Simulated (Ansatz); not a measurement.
# LuAs: how the settings move a relaxation

Aim: see which settings change the result for LuAs, by how much, and at what cost.

Program: Ansatz 0.2.0. Level of theory: reference: DFT, r2SCAN, PAW with Ansatz's default frozen-core files, scalar-relativistic; relaxation of cell and atoms. These are calculated values, not measurements.

## (1) The starting structure

It takes space group Fm-3m (No. 225, cubic). The conventional cell has a = 5.676 Å, b = 5.676 Å, c = 5.676 Å, α = 90.00°, β = 90.00°, γ = 90.00°. Around Lu (site symmetry m-3m) lie 6 As at 2.84 Å. As (site symmetry m-3m) is surrounded by 6 Lu at 2.84 Å.

Coordinates:

```
Lu As
1.0
     0.00000    2.83819    2.83819
     2.83819    0.00000    2.83819
     2.83819    2.83819    0.00000
Lu As
1 1
Cartesian
  2.8382 2.8382 2.8382
  0.0000 0.0000 0.0000
```

## (2) Reference

Input file input.yaml:

```yaml
crystal:
  lattice:
    - [0.0, 2.838190747, 2.838190747]
    - [2.838190747, 0.0, 2.838190747]
    - [2.838190747, 2.838190747, 0.0]
  atoms:
    - { symbol: Lu, position: [0.5, 0.5, 0.5] }
    - { symbol: As, position: [0.0, 0.0, 0.0] }
kpoints:
  mp_grid: { grid: [12, 12, 12] }
scf:
  occupations: { method: fermi_dirac, width: 0.05 }
hamiltonian:
  xc: r2scan
  pseudopotentials: { kind: paw }
relax:
  f_tol: 0.002
  max_steps: 80
  cell: {}
output:
  forces: true
  stress: true
```

The run is started by

```bash
> ansatz run input.yaml --threads 1 --pin off --max-ram 3072MiB --backend cpu --events-out ev --progress --plain --runs-dir out
```

## (3) Changed: f_tol 0.001, max_displacement 0.3, accuracy high, ecutwfc 700 eV

input.yaml: that of step 2 with these lines changed.

```diff
@@ -16,5 +16,6 @@
 relax:
-  f_tol: 0.002
+  f_tol: 0.001
   max_steps: 80
   cell: {}
+  max_displacement: 0.3
 output:
@@ -22 +23,4 @@
   stress: true
+accuracy: high
+basis:
+  ecutwfc: "700 eV"
```

Before running it: what results should come out? Wanted: for each run, ending; energy change; pressure; gap; force.

**Answer**, as computed:

```csv
run,ending,energy change,pressure (GPa),gap (eV),force (eV/Å),cycles,time
reference,converged,0,0.0,0.00,0.00,16,21 s
"1: f_tol 0.001, max_displacement 0.3, accuracy high, ecutwfc 700 eV",converged,-1.3 meV/atom,0.0,0.00,0.00,16,44 s
```

Changing the convergence setting, walk settings, accuracy level and cutoff moves the energy by -1.3 meV/atom.
